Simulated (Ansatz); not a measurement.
# TiSi8Mo3: the cost of one run

Method: DFT PBE, scalar-relativistic, plane waves, PAW, in Ansatz 0.2.0.

2 further runs of the same task are left out: 1 that didn't finish, 1 set aside as unsound or not needed.

### Step 1. The structure to begin with

It takes space group P4/mmm (No. 123, tetragonal). Conventional cell: a = 4.551 Å, b = 4.551 Å, c = 7.948 Å, α = 90.00°, β = 90.00°, γ = 90.00°. Ti (site symmetry 4/mmm) has 10 Si at 2.63 to 2.64 Å as nearest neighbours. Si (site symmetry 2mm) is surrounded by 3 Mo at 2.63 to 2.65 Å and 2 Ti at 2.63 Å and 5 Si at 2.63 to 2.65 Å. Si (site symmetry 4mm) is surrounded by 5 Si at 2.63 to 2.66 Å and 4 Mo at 2.64 Å and 1 Ti at 2.64 Å. Si (site symmetry 4mm) has 5 Si at 2.61 to 2.65 Å and 5 Mo at 2.62 to 2.67 Å as nearest neighbours. Mo (site symmetry mmm) is surrounded by 10 Si at 2.62 to 2.65 Å. Around Mo (site symmetry 4/mmm) lie 10 Si at 2.63 to 2.67 Å.

As a file:

```cif
data_structure
_symmetry_space_group_name_H-M 'P 1'
_symmetry_Int_Tables_number 1
_cell_length_a 4.5510
_cell_length_b 4.5510
_cell_length_c 7.9483
_cell_angle_alpha 90.000
_cell_angle_beta 90.000
_cell_angle_gamma 90.000
_cell_volume 164.62
loop_
_atom_site_label
_atom_site_type_symbol
_atom_site_fract_x
_atom_site_fract_y
_atom_site_fract_z
_atom_site_occupancy
Ti1 Ti 0.00000 0.00000 0.50000 1
Si1 Si 0.00000 0.50000 0.33398 1
Si2 Si 0.00000 0.00000 0.83264 1
Si3 Si 0.50000 0.50000 0.83583 1
Si4 Si 0.50000 0.00000 0.33398 1
Si5 Si 0.00000 0.50000 0.66602 1
Si6 Si 0.00000 0.00000 0.16736 1
Si7 Si 0.50000 0.50000 0.16417 1
Si8 Si 0.50000 0.00000 0.66602 1
Mo1 Mo 0.00000 0.50000 0.00000 1
Mo2 Mo 0.50000 0.50000 0.50000 1
Mo3 Mo 0.50000 0.00000 0.00000 1
```

It is the end of an earlier relaxation with the same method, from a generated guess; it needn't be the stable form of this composition. At a tolerance of 0.05 Å it has space group P4/mmm (No. 123); it has 13.72 Å³/atom, an uncorrected energy of -0.47 eV/atom over the elements.

### Step 2. Electronic structure at the relaxed geometry

File input.yaml:

```yaml
crystal:
  lattice:
    - [4.5509670768, 0.0, 0.0]
    - [0.0, 4.5509670768, 0.0]
    - [0.0, 0.0, 7.9482995426]
  atoms:
    - { symbol: Ti, position: [0.0, 0.0, 0.5] }
    - { symbol: Si, position: [0.0, 0.5, 0.3339812753] }
    - { symbol: Si, position: [0.0, 0.0, 0.8326392235] }
    - { symbol: Si, position: [0.5, 0.5, 0.8358331886] }
    - { symbol: Si, position: [0.5, 0.0, 0.3339812753] }
    - { symbol: Si, position: [0.0, 0.5, 0.6660187247] }
    - { symbol: Si, position: [0.0, 0.0, 0.1673607765] }
    - { symbol: Si, position: [0.5, 0.5, 0.1641668114] }
    - { symbol: Si, position: [0.5, 0.0, 0.6660187247] }
    - { symbol: Mo, position: [0.0, 0.5, 0.0] }
    - { symbol: Mo, position: [0.5, 0.5, 0.5] }
    - { symbol: Mo, position: [0.5, 0.0, 0.0] }
basis:
  ecutwfc: 420
kpoints:
  mp_grid: { grid: [8, 8, 6] }
  band_path:
    path:
      - [[0.0, 0.0, 0.0], [0.0, 0.5, 0.0], [0.5, 0.5, 0.0], [0.0, 0.0, 0.0], [0.0, 0.0, 0.5], [0.0, 0.5, 0.5], [0.5, 0.5, 0.5], [0.0, 0.0, 0.5]]
      - [[0.0, 0.5, 0.0], [0.0, 0.5, 0.5]]
      - [[0.5, 0.5, 0.0], [0.5, 0.5, 0.5]]
    npoints: 10
hamiltonian:
  xc: pbe
scf:
  occupations: { method: gaussian, width: 0.1 }
  n_extra_bands: 30
output:
  forces: true
  stress: true
  eigenvalues: true
  populations: true
  dos: { projected: true, de: 0.02, nscf_kmesh: { grid: [10, 10, 8] } }
  bader: false
  write_density: true
  write_potential: true
  elf: true
  volumetric_format: npy
```

Command:

```sh
$ ansatz run input.yaml --threads 1 --pin off --max-ram 2560MiB --backend cpu --events-out ev --progress --plain --runs-dir out
```

What time and memory should one allow on 1 thread of AMD EPYC (Zen 3), shared host?

About 3.4 min, with a peak of 1 GiB.
